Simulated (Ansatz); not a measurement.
# ZrIn2Se3: one candidate of a structure search

The task: take a trial cell of ZrIn2Se3 to zero force and stress.

Program: Ansatz 0.2.0. Level of theory: DFT PBE, scalar-relativistic, plane waves, PAW. These are calculated values, not measurements.

### Step 1. The structure to begin with

The structure is tetragonal, space group P4/mmm (No. 123). The conventional cell has a = 3.744 Å, b = 3.744 Å, c = 12.514 Å, α = 90.00°, β = 90.00°, γ = 90.00°. Around Zr (site symmetry 4/mmm) lie 4 Zr at 3.74 Å and 8 Se at 3.77 Å. In (site symmetry 4mm) has 8 Se at 3.13 to 3.26 Å as nearest neighbours. Se (site symmetry 4/mmm) is surrounded by 8 In at 3.26 Å. Se (site symmetry 4mm) is surrounded by 4 In at 3.13 Å and 4 Zr at 3.77 Å.

Coordinates:

```cif
data_structure
_symmetry_space_group_name_H-M 'P 1'
_symmetry_Int_Tables_number 1
_cell_length_a 3.7435
_cell_length_b 3.7435
_cell_length_c 12.5138
_cell_angle_alpha 90.000
_cell_angle_beta 90.000
_cell_angle_gamma 90.000
_cell_volume 175.37
loop_
_atom_site_label
_atom_site_type_symbol
_atom_site_fract_x
_atom_site_fract_y
_atom_site_fract_z
_atom_site_occupancy
Zr1 Zr 0.50000 0.50000 0.50000 1
In1 In 0.50000 0.50000 0.84736 1
In2 In 0.50000 0.50000 0.15264 1
Se1 Se 0.00000 0.00000 0.00000 1
Se2 Se 0.00000 0.00000 0.71455 1
Se3 Se 0.00000 0.00000 0.28545 1
```

The cell is invented: species swapped into a database cell of MgSc3Ru2 (P4/mmm, No. 123), with Zr on the Mg sites, Se on the Sc sites and In on the Ru sites. Lengths come from tabulated atomic sizes and are only a guess.

### Step 2. The guess as it stands, on a coarse mesh

Contents of input.yaml:

```yaml
crystal:
  lattice:
    - [3.74350683, 0.0, 0.0]
    - [0.0, 3.74350683, 0.0]
    - [0.0, 0.0, 12.51382279]
  atoms:
    - { symbol: Zr, position: [0.5, 0.5, 0.5] }
    - { symbol: In, position: [0.5, 0.5, 0.84736025] }
    - { symbol: In, position: [0.5, 0.5, 0.15263975] }
    - { symbol: Se, position: [0.0, 0.0, 0.0] }
    - { symbol: Se, position: [0.0, 0.0, 0.71455228] }
    - { symbol: Se, position: [0.0, 0.0, 0.28544772] }
basis:
  ecutwfc: 420
kpoints:
  mp_grid: { grid: [4, 4, 2] }
hamiltonian:
  xc: pbe
scf:
  occupations: { method: gaussian, width: 0.1 }
  lower_state_search: "off"
output:
  forces: true
  stress: true
  eigenvalues: true
```

Launch:

```bash
> ansatz run input.yaml --threads 1 --pin off --max-ram 2560MiB --backend cpu --events-out ev --progress --plain --runs-dir out
```

Further runs follow: coarse relaxation; spin check on a coarse mesh; full relaxation.

**Question.** What will these runs give? Wanted: conventional cell; volume; energy over the elements; gap on the mesh.

The runs gave:

```
                              quantity                                                                       value
symmetry at the end (tolerance 0.05 Å)                                                space group P4/mmm (No. 123)
                     conventional cell  a = 3.517 Å, b = 3.517 Å, c = 11.223 Å, α = 90.00°, β = 90.00°, γ = 90.00°
                                volume                                                               23.13 Å³/atom
              energy over the elements                                                               -0.62 eV/atom
                       gap on the mesh                                                                none (metal)
```

In words: The space group P4/mmm (No. 123) is kept, and the volume per atom shrinks by 20.8 % from the first guess. A negative formation energy is needed for stability but isn't enough; other structures and compounds were not set against it here. No finished test with a distortion of lower symmetry is shown, so the end may be a saddle point. Other magnetic orders were not searched.
